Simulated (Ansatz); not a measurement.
# C2H7AlF2: the cost of one run

Program: Ansatz 0.2.0. Level of theory: UKS PBE-D4/STO-3G. These are calculated values, not measurements.

## 1. The starting structure

Bond lengths: Al1–C2 2.293 Å, C2–C3 1.504 Å, Al1–F4 1.638 Å, Al1–F5 1.635 Å, Al1–H6 1.726 Å, C2–H8 1.089 Å, C2–H9 1.087 Å, Al1–H10 1.761 Å, C3–H10 1.195 Å, C3–H11 1.088 Å, C3–H12 1.087 Å. Angles (14 of 23 angles, heavy atoms first): Al1–C2–C3 74.9°, C2–Al1–F4 113.8°, C2–Al1–F5 112.1°, F4–Al1–F5 133.3°, Al1–C2–H8 120.1°, Al1–C2–H9 126.5°, C3–C2–H8 110.7°, C3–C2–H9 110.9°, C2–Al1–H6 37.6°, C2–Al1–H10 65.9°, F4–Al1–H6 111.2°, F4–Al1–H10 95.5°, F5–Al1–H6 110.0°, F5–Al1–H10 95.6°.

Structure file:

```xyz
12

Al    0.4781   -0.3791    1.2265
C    -0.3502   -0.2846   -0.9092
C    -0.1568    1.1497   -0.4990
F    -0.6542   -0.1451    2.3866
F     2.1122   -0.4420    1.2507
H    -0.1320   -1.3688   -0.0497
H     0.0053   -2.1816    0.5039
H     0.2900   -0.5319   -1.7550
H    -1.3784   -0.4659   -1.2134
H     0.3787    1.2497    0.5647
H    -1.0938    1.6825   -0.3540
H     0.5011    1.7171   -1.1520
```

## 2. Run 1

150 steps of 0.5 fs at constant energy, with velocities drawn for 600 K.

input.yaml reads:

```yaml
crystal:
  periodic: [false, false, false]
  atoms:
    - { symbol: Al, position_ang: [0.4781, -0.3791, 1.2265] }
    - { symbol: C, position_ang: [-0.3502, -0.2846, -0.9092] }
    - { symbol: C, position_ang: [-0.1568, 1.1497, -0.499] }
    - { symbol: F, position_ang: [-0.6542, -0.1451, 2.3866] }
    - { symbol: F, position_ang: [2.1122, -0.442, 1.2507] }
    - { symbol: H, position_ang: [-0.132, -1.3688, -0.0497] }
    - { symbol: H, position_ang: [0.0053, -2.1816, 0.5039] }
    - { symbol: H, position_ang: [0.29, -0.5319, -1.755] }
    - { symbol: H, position_ang: [-1.3784, -0.4659, -1.2134] }
    - { symbol: H, position_ang: [0.3787, 1.2497, 0.5647] }
    - { symbol: H, position_ang: [-1.0938, 1.6825, -0.354] }
    - { symbol: H, position_ang: [0.5011, 1.7171, -1.152] }
magnetization:
  spin_polarized: true
basis:
  gaussian: { orbitals: STO-3G }
hamiltonian:
  xc: pbe
  dispersion: d4
md:
  timestep: 0.5
  n_steps: 150
  ensemble: nve
  temperature: 600.0
  initial_velocities: maxwell_boltzmann
  seed: 841420
```

Run with:

```
> ansatz run input.yaml --threads 1 --pin off --max-ram 2048MiB --backend cpu --events-out ev --progress --plain --runs-dir out
```

Q: Estimate wall time and peak memory on 1 thread of Arm Neoverse V2, shared host.

About 8 min, with a peak of 0.11 GiB.
